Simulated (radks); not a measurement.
# Ta²⁺ in [Xe] 4f14 5d3: an all-electron calculation

Wanted: eigenvalues, radial structure and energy terms of the tantalum ion Ta2+.

Method: scalar-relativistic Kohn-Sham, HCTH/407, spin-polarised, spherical densities, finite nucleus; open shells are filled with parallel spins first. Code: radks (a radial shooting solver on a logarithmic mesh, Libxc functionals) version 1.

## (1) Starting point

* element: tantalum (Z = 73)
* charge: +2
* electrons: 71
* configuration: [Xe] 4f14 5d3
* nuclear rms radius: 5.3507 fm

Outer shells as boxes (Hund's rule):

Ta²⁺
```
[Xe] core
4f [↑↓][↑↓][↑↓][↑↓][↑↓][↑↓][↑↓]
5d [↑ ][↑ ][↑ ][  ][  ]
```

## (2) The calculation

Settings of this run:

```text
Z 73
configuration [Xe] 4f14 5d3
relativity scalar-relativistic
functional hcth_407
spin polarised
nucleus finite rms 5.3507 fm
c 137.035999084
```

Q: Predict the outcome of this run.

As calculated:

| quantity | value |
| --- | --- |
| total energy | -15610.6831 hartree |
| exchange-correlation share of it | 2.08 % |
| −T/E | 1.0982 |
| highest occupied level | 5d up, -19.328 eV |
| most extended occupied level | 5d up, <r> = 1.93 bohr |
| radius at density 0.001 e/bohr³ | 3.66 bohr |
| maxima of the radial density | 4 |
| ionisation energy, NIST | 23 (theory) eV |

What this shows: 5 principal shells are occupied and 4 maxima appear in the radial density; where shells overlap, one shows as a shoulder or not at all. Relativity lifts −T/E to 1.098. The top level binds by 19.328 eV, 84 % of the NIST ionisation energy of 23 eV; the potential of a semilocal functional falls off too fast, so its top eigenvalue is too shallow. Open shells are spherical and high-spin; term and fine-structure splittings are not resolved. Spin-orbit splitting is averaged out at the scalar-relativistic level.
